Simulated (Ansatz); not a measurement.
# H₇NOSi₂ (SMILES O[SiH2]N[SiH3]): functionals against CCSD(T) at one geometry

One table from this session's results is given with a row withheld; the runs are named, their logs left out.

Program: Ansatz 0.2.0, Gaussian basis. Level of theory: single points in def2-TZVPP. These are calculated values, not measurements.

Correlated methods freeze the cores.

## The system as given

SMILES `O[SiH2]N[SiH3]`, 11 atoms, charge 0, spin multiplicity 1.

Atoms are counted from 1 here; the program's logs count them from 0.

Bond lengths: O1–Si2 1.567 Å, O1–H5 0.977 Å, Si2–N3 1.670 Å, Si2–H6 1.677 Å, Si2–H7 1.596 Å, N3–Si4 1.816 Å, N3–H8 0.962 Å, Si4–H9 1.493 Å, Si4–H10 1.411 Å, Si4–H11 1.549 Å. Angles: Si2–O1–H5 125.0°, O1–Si2–N3 112.8°, O1–Si2–H6 103.2°, O1–Si2–H7 116.9°, N3–Si2–H6 113.7°, N3–Si2–H7 105.8°, H6–Si2–H7 104.4°, Si2–N3–Si4 125.8°, Si2–N3–H8 118.2°, Si4–N3–H8 110.5°, N3–Si4–H9 111.0°, N3–Si4–H10 110.1°, N3–Si4–H11 101.3°, H9–Si4–H10 118.6°, H9–Si4–H11 104.3°, H10–Si4–H11 110.0°.

Geometry (Å):

```xyz
11
H7NOSi2
O    -1.44250    2.03770   -0.64830
Si   -0.40110    0.88690   -0.86620
N    -0.34590   -0.18510    0.41320
Si    0.96930   -1.39620    0.72950
H    -1.50680    2.59000    0.15560
H    -0.89740    0.18990   -2.30820
H     1.11050    1.32100   -1.13580
H    -1.17840   -0.48510    0.79060
H     0.73550   -2.65400   -0.03990
H     2.23320   -0.77520    0.63980
H     0.67540   -1.78790    2.19950
```

Set-up of the first run:

run/in.yaml reads:

```yaml
crystal:
  periodic: [false, false, false]
  atoms:
    - {symbol: O, position_ang: [-1.442500, 2.037700, -0.648300]}
    - {symbol: Si, position_ang: [-0.401100, 0.886900, -0.866200]}
    - {symbol: N, position_ang: [-0.345900, -0.185100, 0.413200]}
    - {symbol: Si, position_ang: [0.969300, -1.396200, 0.729500]}
    - {symbol: H, position_ang: [-1.506800, 2.590000, 0.155600]}
    - {symbol: H, position_ang: [-0.897400, 0.189900, -2.308200]}
    - {symbol: H, position_ang: [1.110500, 1.321000, -1.135800]}
    - {symbol: H, position_ang: [-1.178400, -0.485100, 0.790600]}
    - {symbol: H, position_ang: [0.735500, -2.654000, -0.039900]}
    - {symbol: H, position_ang: [2.233200, -0.775200, 0.639800]}
    - {symbol: H, position_ang: [0.675400, -1.787900, 2.199500]}
basis:
  gaussian: {orbitals: def2-TZVPP}
correlation: {method: ccsd_t}
```

On the command line:

```sh
> ansatz run in.yaml --threads 8 --pin off --events-out ev --progress --plain --max-ram 10444MiB
```

Among the steps run: CCSD(T)/def2-TZVPP; PBE0-D4/def2-TZVPP; wB97M-V/def2-TZVPP; r2SCAN-D4/def2-TZVPP; PBE-D4/def2-TZVPP; revPBE-D4/def2-TZVPP; r2SCAN0-D4/def2-TZVPP.

One of the session's tables, all rows but one given; the rest of the session is left out.

| method | RMS force component (eV/Å) | dipole (D) |
| --- | --- | --- |
| PBE0-D4 | 1.526 | 2.04 |
| wB97M-V | ? | ? |
| r2SCAN-D4 | 1.525 | 2.07 |
| PBE-D4 | 1.538 | 2.03 |
| revPBE-D4 | 1.537 | 2.03 |
| r2SCAN0-D4 | 1.526 | 2.06 |

**Question.** Estimate the row for wB97M-V.

The run gave: RMS force component (eV/Å): 1.560; dipole (D): 2.07. In the column «RMS force component (eV/Å)» it is the highest.
